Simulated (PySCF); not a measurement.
# F₃HOSi: fields and orbitals

For F₃HOSi, the scripts below analyse its density (charges, bond critical points, surface potential), see where an electron leaves and enters and measure its response to a uniform field.

The runs use PySCF 2.14.0; levels as typed in each script, gas phase, geometry from GFN2-xTB.

## 1. The system as given

SMILES `O[Si](F)(F)F`, 6 atoms, charge 0, spin multiplicity 1.

Bond lengths: O1–Si2 1.588 Å, O1–H6 0.954 Å, Si2–F3 1.571 Å, Si2–F4 1.581 Å, Si2–F5 1.581 Å. Angles: Si2–O1–H6 124.8°, O1–Si2–F3 107.7°, O1–Si2–F4 113.7°, O1–Si2–F5 113.7°, F3–Si2–F4 108.1°, F3–Si2–F5 108.1°, F4–Si2–F5 105.3°.

As a file:

```xyz
6

O    -1.6054   -0.0359    0.0015
Si   -0.0179    0.0051    0.0000
F     0.4220    1.5127   -0.0033
F     0.6336   -0.7007   -1.2554
F     0.6360   -0.6956    1.2570
H    -2.1300   -0.8323    0.0023
```

## 2. Density, bond paths and surface potential (B3LYP/def2-svpd)

input.py

```python
import numpy as np
from pyscf import gto, scf, dft
from pyscf.scf import atom_ks, atom_hf
from scipy.linalg import block_diag

def solve(mol, dm0=None, hcore=None):
    mf = (dft.UKS if mol.spin else dft.RKS)(mol, xc='b3lyp')
    mf.grids.level = 3
    mf = mf.density_fit(auxbasis='def2-universal-jkfit')
    mf.conv_tol, mf.max_cycle = 1e-8, 80
    if hcore is not None:
        mf.get_hcore = lambda *args: hcore
    mf.kernel(dm0)
    if not mf.converged:
        mf = mf.newton().run(mf.mo_coeff, mf.mo_occ, max_cycle=30)
    assert mf.converged, 'SCF not converged'
    return mf

mol = gto.M(atom='''
O     -1.60543    -0.03586     0.00150
Si    -0.01790     0.00506     0.00004
F      0.42197     1.51274    -0.00329
F      0.63359    -0.70068    -1.25537
F      0.63600    -0.69559     1.25702
H     -2.12996    -0.83229     0.00233
''', basis='def2-svpd', charge=0, spin=0, verbose=4)
mf = solve(mol)
mf.analyze()
# spherically averaged free atoms, for the promolecule
atm = atom_ks.get_atm_nrks(mol, xc='b3lyp')
pro = block_diag(*[(atm[a[0]][2] * atm[a[0]][3]) @ atm[a[0]][2].T for a in mol._atom])
np.savez('result.npz', e=mf.e_tot, c=mf.mo_coeff, occ=mf.mo_occ, eps=mf.mo_energy, pro=pro, dip=mf.dip_moment(verbose=0), s2=mf.spin_square()[0])
```

Launch:

```console
$ OMP_NUM_THREADS=1 python input.py
```

## 4. Removing and adding an electron (B3LYP/def2-svpd)

Edit input.py of step 2 so:

```diff
@@ -27,3 +27,12 @@
 mf = solve(mol)
-mf.analyze()
+out = dict(e0=mf.e_tot, dm0=mf.make_rdm1(), c=mf.mo_coeff, occ=mf.mo_occ, eps=mf.mo_energy)
+for name, dq, spin in [('cation', 1, 1)]:
+    ion = mol.copy().set(charge=mol.charge + dq, spin=spin).build()
+    mi = solve(ion)
+    if spin and dq > 0 and mol.nao < 130:
+        c, _, stable, _ = mi.stability(return_status=True)
+        if not stable:
+            mi = solve(ion, mi.make_rdm1(c, mi.mo_occ))
+    print(name, 'vertical energy change / eV', (mi.e_tot - mf.e_tot) * 27.211386)
+    out.update({'e_' + name: mi.e_tot, 'dm_' + name: mi.make_rdm1(), 's2_' + name: mi.spin_square()[0], 'eps_' + name: mi.mo_energy, 'occ_' + name: mi.mo_occ})
 # spherically averaged free atoms, for the promolecule
@@ -31,2 +40,2 @@
 pro = block_diag(*[(atm[a[0]][2] * atm[a[0]][3]) @ atm[a[0]][2].T for a in mol._atom])
-np.savez('result.npz', e=mf.e_tot, c=mf.mo_coeff, occ=mf.mo_occ, eps=mf.mo_energy, pro=pro, dip=mf.dip_moment(verbose=0), s2=mf.spin_square()[0])
+np.savez('result.npz', pro=pro, **out)
```

## 6. Response to an electric field (B3LYP/def2-svpd)

Edit input.py of step 4 so:

```diff
@@ -26,13 +26,10 @@
 ''', basis='def2-svpd', charge=0, spin=0, verbose=4)
+field = np.array([0.004, 0.0, 0.0])  # atomic units
+mol.set_common_orig(mol.atom_charges() @ mol.atom_coords() / mol.atom_charges().sum())
 mf = solve(mol)
-out = dict(e0=mf.e_tot, dm0=mf.make_rdm1(), c=mf.mo_coeff, occ=mf.mo_occ, eps=mf.mo_energy)
-for name, dq, spin in [('cation', 1, 1)]:
-    ion = mol.copy().set(charge=mol.charge + dq, spin=spin).build()
-    mi = solve(ion)
-    if spin and dq > 0 and mol.nao < 130:
-        c, _, stable, _ = mi.stability(return_status=True)
-        if not stable:
-            mi = solve(ion, mi.make_rdm1(c, mi.mo_occ))
-    print(name, 'vertical energy change / eV', (mi.e_tot - mf.e_tot) * 27.211386)
-    out.update({'e_' + name: mi.e_tot, 'dm_' + name: mi.make_rdm1(), 's2_' + name: mi.spin_square()[0], 'eps_' + name: mi.mo_energy, 'occ_' + name: mi.mo_occ})
+out = dict(dm0=mf.make_rdm1(), d0=mf.dip_moment(unit='AU'), e0=mf.e_tot)
+for name, sign in (('p', 1), ('m', -1)):
+    h = mf.get_hcore() + sign * np.einsum('x,xij->ij', field, mol.intor('int1e_r'))
+    mi = solve(mol, mf.make_rdm1(), h)
+    out.update({'dm' + name: mi.make_rdm1(), 'd' + name: mi.dip_moment(unit='AU'), 'e' + name: mi.e_tot})
 # spherically averaged free atoms, for the promolecule
```

(Steps that only read results are left out.)

Q: Predict the outcome of this session. Wanted: dipole moment; HOMO, LUMO; vertical ionisation energy; polarisability along the field.

As calculated:

| quantity | value |
| --- | --- |
| dipole moment (B3LYP/def2-svpd) | 2.45 D |
| HOMO, LUMO (B3LYP/def2-svpd) | -10.73, -0.82 eV |
| vertical ionisation energy (B3LYP/def2-svpd) | 13.80 eV |
| polarisability along the field (B3LYP/def2-svpd) | 28.1 bohr³ |

In words: At B3LYP/def2-svpd: The highest Hirshfeld charge is on Si2 (+0.65 e), the lowest on O1 (−0.28 e). The ionisation energy from two SCF runs, 13.80 eV, lies 3.1 eV above −ε(HOMO) = 10.73 eV of the same level, B3LYP/def2-svpd, since self-interaction lifts this functional's HOMO. The geometry was not optimised at these levels.
